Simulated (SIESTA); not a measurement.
# HfIn4SiO6 in SIESTA: convergence with k mesh

The system is HfIn4SiO6.

```
Hf In Si O
1.0
     5.69867    0.00381    0.01559
    -0.70506    6.10815   -0.00575
    -2.73718   -1.39557    6.63076
Hf In Si O
1 4 1 6
Direct
  0.11793 0.01556 0.13292
  0.38842 0.99901 0.72891
  0.75865 0.00842 0.49586
  0.23461 0.48841 0.53300
  0.59649 0.48211 0.20528
  0.86778 0.44029 0.85544
  0.55316 0.38738 0.79290
  0.93454 0.38483 0.65596
  0.98414 0.26218 0.00347
  0.99083 0.69806 0.98452
  0.08665 0.06493 0.39374
  0.48680 0.10883 0.21799
```

The cell was built by a generator and needn't be a form met in nature.

* Program: SIESTA 5.4.2
* Task: single point
* Functional: PBE
* Potentials or basis: PseudoDojo 0.4 standard (PBE files)
* Basis: DZP (energy shift 0.003 Ry; two zetas on semicore shells)
* Grid cutoff: 800 Ry
* Energy shift: 0.003 Ry
* k mesh: 1 × 1 × 1
* Occupations: fermi-dirac, width 0.05 eV
* Spin: no spin polarisation

These are the settings of the first run; the series varies k mesh, with any setting tied to it.

Hardware: 4 MPI ranks on Arm Neoverse V1, with other jobs on the host.

| k mesh | energy less the tightest run, at zero smearing (meV/atom) | pressure (GPa) | largest force (eV/Å) | gap on the mesh (eV) | SCF cycles | CPU time (s) |
| --- | --- | --- | --- | --- | --- | --- |
| 1 × 1 × 1 | 78.49 | 2.89 | 1.552 | 0.960 | 13 | 340 |
| 2 × 2 × 2 | 1.38 | 1.59 | 0.391 | 1.098 | 13 | 370 |
| 3 × 3 × 2 | 0.75 | 1.54 | 0.387 | 0.970 | 13 | 360 |
| 4 × 4 × 3 | 0.14 | 1.52 | 0.396 | 0.941 | 13 | 380 |
| 5 × 5 × 4 | 0.03 | 1.51 | 0.398 | 0.860 | 13 | 390 |
| 6 × 6 × 5 | 0.00 | 1.51 | 0.398 | 0.839 | 13 | 410 |

Against the tightest run, the energy stays within 1 meV/atom from 3 × 3 × 2 on; the pressure stays within 0.1 GPa from 2 × 2 × 2 on; the largest force stays within 0.005 eV/Å from 4 × 4 × 3 on. Not settled before the last step: the gap on the mesh (to 0.01 eV). Meshes of other sizes hit other points, so gaps and Fermi surfaces needn't settle smoothly. The tightest run that finished is the yardstick and may itself not be fully converged.

Caveat, for the tightest run too: short orbitals over semicore shells can move pressures by several GPa; spin-orbit coupling is left out, which moves the levels of the heavy elements; an odd mesh through Γ misses points on the zone boundary, where band edges often lie; the basis of atomic orbitals isn't converged, which shifts pressures, moduli and gaps.
